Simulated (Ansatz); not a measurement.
**GeH3 radical (SMILES [GeH3]): one structure at several levels**

The task here is to estimate one member of a computed series from the others.

Computed with Ansatz 0.2.0, Gaussian basis. Level: single points in def2-TZVPP.

Cores are frozen in the correlated methods. Filled d shells of the heavier atoms are correlated. Orbitals are unrestricted.

## Starting geometry

SMILES `[GeH3]`, 4 atoms, charge 0, spin multiplicity 2.

Atoms are counted from 1 here; the program's logs count them from 0.

Bond lengths: Ge1–H2 1.551 Å, Ge1–H3 1.546 Å, Ge1–H4 1.556 Å. Angles: H2–Ge1–H3 102.6°, H2–Ge1–H4 104.8°, H3–Ge1–H4 101.3°.

Geometry (Å):

```xyz
4

Ge    0.3064   -0.1724   -0.3501
H     0.9678    0.1074    1.0249
H    -0.8797   -1.0892    0.0274
H    -0.4311    1.1487   -0.7127
```

The first run:

Input file run/in.yaml:

```yaml
crystal:
  periodic: [false, false, false]
  atoms:
    - {symbol: Ge, position_ang: [0.306400, -0.172400, -0.350100]}
    - {symbol: H, position_ang: [0.967800, 0.107400, 1.024900]}
    - {symbol: H, position_ang: [-0.879700, -1.089200, 0.027400]}
    - {symbol: H, position_ang: [-0.431100, 1.148700, -0.712700]}
basis:
  gaussian: {orbitals: def2-TZVPP}
magnetization: {spin_polarized: true, initial_magnetization: 1}
correlation: {method: ccsd_t}
scf: {omitted_lower_state_checks: [cluster_reference]}
output: {forces: true}
```

No record of the launch command was kept for these runs.

Among the steps run: CCSD(T)/def2-TZVPP; PBE0-D4/def2-TZVPP; wB97M-V/def2-TZVPP; r2SCAN-D4/def2-TZVPP; PBE-D4/def2-TZVPP; wB97X-V/def2-TZVPP; LC-wPBE/def2-TZVPP.

One table of the session follows, with a row left open; its other results are not shown here.

```
   method  RMS force component (eV/Å)  angle to CCSD(T) forces (°)  dipole (D)
  CCSD(T)                       0.467                    reference        0.47
  PBE0-D4                       0.413                          8.1        0.44
  wB97M-V                       0.435                          1.4        0.52
r2SCAN-D4                       0.429                          3.3        0.42
   PBE-D4                           ?                            ?           ?
  wB97X-V                       0.443                          4.1        0.46
  LC-wPBE                       0.520                          4.8        0.42
```

Q: Estimate the row for PBE-D4 from the others.

As computed: RMS force component (eV/Å): 0.343; angle to CCSD(T) forces (°): 24.4; dipole (D): 0.40. In the column «RMS force component (eV/Å)» it is the lowest.
